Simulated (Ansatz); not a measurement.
**C3H9ClOSi: a ladder of functionals and wavefunction methods**

An exercise on one series of results from a longer session: the logs are not shown, and one member is left open.

Method: functionals in def2-TZVPP, the program's frozen cores in correlated methods; program: Ansatz 0.2.0, Gaussian basis.

Plan: LDA (SPW92), PBE-D4, revPBE-D4, BLYP-D4, r2SCAN-D4, B97M-V, PBE0-D4, B3LYP-D4, r2SCANh-D4, r2SCAN0-D4, HSE06-D4, BHLYP-D4, CAM-B3LYP-D4, LC-ωPBE, ωB97X-V, ωB97M-V, B2PLYP, PBE-QIDH; CCSD(T)/def2-SVP; CCSD(T)/def2-TZVPP; MP2/def2-QZVPP; extrapolation to the limit; RPA on PBE.

1 further run of the same task is left out (it didn't finish).

### Structure used throughout

The geometry comes from an earlier relaxation with PBE0-D4 in a triple-zeta def2 set; it is a stationary point, not always the lowest conformer.

SMILES `CC[SiH](Cl)OC`, 15 atoms, charge 0, spin multiplicity 1.

Atoms are counted from 1 here; the program's logs count them from 0.

Bond lengths: C1–C2 1.526 Å, C1–H7 1.093 Å, C1–H8 1.092 Å, C1–H9 1.092 Å, C2–Si3 1.852 Å, C2–H10 1.096 Å, C2–H11 1.095 Å, Si3–Cl4 2.068 Å, Si3–O5 1.630 Å, Si3–H12 1.486 Å, O5–C6 1.411 Å, C6–H13 1.094 Å, C6–H14 1.091 Å, C6–H15 1.096 Å. Angles: C2–C1–H7 111.6°, C2–C1–H8 111.3°, C2–C1–H9 111.2°, H7–C1–H8 107.4°, H7–C1–H9 107.4°, H8–C1–H9 107.7°, C1–C2–Si3 113.9°, C1–C2–H10 110.8°, C1–C2–H11 110.9°, Si3–C2–H10 106.9°, Si3–C2–H11 107.6°, H10–C2–H11 106.2°, C2–Si3–Cl4 109.8°, C2–Si3–O5 108.3°, C2–Si3–H12 113.5°, Cl4–Si3–O5 109.7°, Cl4–Si3–H12 105.0°, O5–Si3–H12 110.5° and more.

The first run:

in.yaml

```yaml
crystal:
  periodic: [false, false, false]
  atoms:
    - {symbol: C, position_ang: [-1.768758, -0.665182, 1.759134]}
    - {symbol: C, position_ang: [-1.187638, 0.331537, 0.760146]}
    - {symbol: Si, position_ang: [0.356556, -0.258190, -0.075520]}
    - {symbol: Cl, position_ang: [-0.033398, -1.998287, -1.123695]}
    - {symbol: O, position_ang: [0.857666, 0.902491, -1.104655]}
    - {symbol: C, position_ang: [2.004063, 0.805201, -1.921008]}
    - {symbol: H, position_ang: [-1.053097, -0.906030, 2.549585]}
    - {symbol: H, position_ang: [-2.043552, -1.602120, 1.269832]}
    - {symbol: H, position_ang: [-2.664856, -0.266306, 2.239494]}
    - {symbol: H, position_ang: [-0.941878, 1.279317, 1.252850]}
    - {symbol: H, position_ang: [-1.916212, 0.572256, -0.020939]}
    - {symbol: H, position_ang: [1.442727, -0.617248, 0.873140]}
    - {symbol: H, position_ang: [1.869607, 0.044139, -2.695524]}
    - {symbol: H, position_ang: [2.162304, 1.772161, -2.400361]}
    - {symbol: H, position_ang: [2.894567, 0.555561, -1.333282]}
basis:
  gaussian: {orbitals: def2-TZVPP}
hamiltonian: {xc: lda}
output: {orbitals: {seedname: orbitals}}
```

Among the steps run: LDA; PBE-D4 (GGA); revPBE-D4 (GGA); BLYP-D4 (GGA); r2SCAN-D4 (meta-GGA); B97M-V (meta-GGA); PBE0-D4 (hybrid); B3LYP-D4 (hybrid); r2SCANh-D4 (hybrid); r2SCAN0-D4 (hybrid); HSE06-D4 (hybrid); BHLYP-D4 (hybrid); CAM-B3LYP-D4 (range-separated); LC-ωPBE (range-separated); ωB97X-V (range-separated); ωB97M-V (range-separated); B2PLYP (double hybrid); PBE-QIDH (double hybrid).

One of the session's tables, all rows but one given; the rest of the session is left out.

It belongs to the step «Frontier levels by functional». 

```
  functional  HOMO (eV)  LUMO (eV)  gap (eV)
 LDA (SPW92)      -6.98      -0.32      6.66
      PBE-D4      -6.87      -0.02      6.85
   revPBE-D4      -6.82       0.11      6.93
     BLYP-D4      -6.79       0.10      6.89
   r2SCAN-D4      -7.20       0.40      7.61
      B97M-V      -7.33       0.17      7.50
     PBE0-D4      -8.29       0.85      9.14
    B3LYP-D4      -8.09       0.61      8.70
  r2SCANh-D4      -7.74       0.70      8.43
  r2SCAN0-D4      -8.50       1.12      9.62
    HSE06-D4      -7.89       0.47      8.36
    BHLYP-D4      -9.58       1.66     11.24
CAM-B3LYP-D4      -9.69       1.79     11.48
     LC-ωPBE     -11.03       3.02     14.05
     ωB97X-V          ?          ?         ?
     ωB97M-V     -10.54       2.50     13.04
```

Q: Estimate the row for ωB97X-V from the others.

As computed: HOMO (eV): -10.70; LUMO (eV): 2.84; gap (eV): 13.54. In the column «HOMO (eV)» it lies between LC-ωPBE (-11.03) and ωB97M-V (-10.54).
